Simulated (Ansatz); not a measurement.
# Si (Silicon): the cost of one run

Method: DFT LDA, frozen-core PAW and all-electron LAPW, scalar-relativistic unless said, in Ansatz 0.2.0.

1 further run of the same task is left out (it didn't finish).

**1. The system as given**

The structure is hexagonal, space group P6_3/mmc (No. 194). Conventional cell: a = 2.444 Å, b = 2.444 Å, c = 4.152 Å, α = 90.00°, β = 90.00°, γ = 120.00°. Si (site symmetry -6m2) is surrounded by 12 Si at 2.44 to 2.51 Å.

Coordinates:

```xyz
2
Lattice="2.4440 0.0000 0.0000 -1.2220 2.1166 0.0000 0.0000 0.0000 4.1520" Properties=species:S:1:pos:R:3 pbc="T T T"
Si    0.0000    1.4110    1.0380
Si    1.2220    0.7055    3.1140
```

Cartesian axes are those of the input's lattice vectors. The structure goes back to a database entry.

**2. Cell and atoms relaxed, PAW**

Input file input.yaml:

```yaml
crystal:
  lattice:
    - [2.44399999998, 0.0, 0.0]
    - [-1.22199999999, 2.11656608683, 0.0]
    - [0.0, 0.0, 4.152]
  atoms:
    - { symbol: Si, position: [0.333333333333, 0.666666666667, 0.25] }
    - { symbol: Si, position: [0.666666666667, 0.333333333333, 0.75] }
kpoints:
  mp_grid: { grid: [16, 16, 8] }
scf:
  occupations: { method: fermi_dirac, width: 0.1 }
hamiltonian:
  xc: lda
  pseudopotentials: { kind: paw }
relax:
  f_tol: 0.002
  max_steps: 80
  cell: {}
output:
  forces: true
  stress: true
```

The run is started by

```console
> ansatz run input.yaml --threads 1 --pin off --max-ram 3072MiB --backend cpu --events-out ev --progress --plain --runs-dir out
```

What time and memory should one allow on 1 thread of Intel Xeon Platinum 8488C (Sapphire Rapids), shared host?

About 10 s, with a peak of 0.4 GiB.
